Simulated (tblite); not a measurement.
# C5H8FSe: the cost of one run

Programs: tblite 0.8.0 and PySCF 2.14.0, with density-fitted response routines of our own. Each step states its level of theory. These are calculated values for one molecule in the gas phase, unless marked as measured. Atoms are numbered from 0 throughout.

## Step 1: Starting geometry

15 atoms, charge 0, multiplicity 2; geometry from: force field or distance geometry start.

Bonds of the start (Å): F0–C1 1.37, C1–C2 1.54, C2–C3 1.51, C3–C4 1.52, C4–Se5 1.94, Se5–C6 1.94, C6–C2 1.53, C1–H7 1.10, C1–H8 1.12, C3–H9 1.13, C3–H10 1.11, C4–H11 1.11, C4–H12 1.11, C6–H13 1.11, C6–H14 1.11.

## Step 2: Relaxing the molecule with GFN2-xTB

Job settings and geometry (Å):

```
{"job": {"kind": "relax", "xc": "GFN2-xTB", "basis": "xTB"}, "charge": 0, "multiplicity": 2}
F     -2.615600    -0.411500    -1.181600
C     -1.447600    -0.991200    -0.776200
C     -0.386200     0.080700    -0.483800
C      0.958100    -0.496700    -0.124300
C      1.858000     0.646600     0.303400
Se     0.771400     1.947300     1.255400
C     -0.820300     1.047100     0.613700
H     -1.074300    -1.662200    -1.569000
H     -1.629600    -1.605300     0.145900
H      0.843700    -1.210800     0.742100
H      1.395800    -1.047500    -0.982200
H      2.278400     1.136000    -0.604800
H      2.684000     0.288000     0.948900
H     -1.271700     0.492600     1.466300
H     -1.548400     1.794900     0.224400
```

The run is started by

```bash
$ OMP_NUM_THREADS=1 python probes_run.py task.json out
```

This one command runs all jobs of the session in turn.

Q: Estimate the wall time of this first job on 1 thread of AMD EPYC, shared host.

About 2.4 s.
